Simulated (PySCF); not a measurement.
# C5H11GaSi: the cost of one run

Computed with PySCF 2.14.0, with density-fitted response routines of our own, on a single molecule in the gas phase. Atoms count from 0, in the outputs and in this text.

### 1 The starting structure

18 atoms, charge 0, multiplicity 1; geometry from: GFN2-xTB.

Bonds of the start (Å): Si0–C1 1.91, C1–C2 1.51, C2–Ga3 2.01, C2–C4 1.32, C4–C5 1.47, C5–C6 1.52, C6–C4 1.47, Si0–H7 1.48, Si0–H8 1.47, Si0–H9 1.46, C1–H10 1.10, C1–H11 1.09, Ga3–H12 1.59, Ga3–H13 1.59, C5–H14 1.08, C5–H15 1.08, C6–H16 1.08, C6–H17 1.08.

### 2 Ultraviolet spectrum: CAM-B3LYP/def2-SVPD

What the job is given:

```
{"job": {"kind": "uv", "xc": "CAM-B3LYP", "basis": "def2-SVPD", "nstates": 8, "ntriplets": 3}, "charge": 0, "multiplicity": 1}
Si    -1.646557     1.975438    -0.021058
C     -0.828449     0.655152    -1.124786
C     -0.236672    -0.420196    -0.251573
Ga    -1.594590    -1.643567     0.581778
C      1.051239    -0.517255     0.003275
C      2.424313    -0.032192    -0.186015
C      2.130661    -1.230542     0.699239
H     -2.563130     1.294244     0.916817
H     -0.603093     2.674713     0.735195
H     -2.381345     2.918130    -0.867237
H     -1.606589     0.208701    -1.755859
H     -0.072447     1.090458    -1.780915
H     -3.106778    -1.596390     0.092735
H     -1.258032    -2.738415     1.681139
H      2.720360     0.895184     0.285449
H      2.909413    -0.206751    -1.137156
H      2.424364    -2.210591     0.347464
H      2.228573    -1.109802     1.769853
```

Method: TDDFT CAM-B3LYP/def2-SVPD, vertical, gas phase, core orbitals frozen in the response.

Command:

```
$ OMP_NUM_THREADS=1 python probes_run.py task.json out
```

This one command runs all jobs of the session in turn.

Q: Estimate the wall time and peak memory of this job on 1 thread of Arm Neoverse V1, shared host.

About 1.7 min, with a peak of 1.2 GiB.
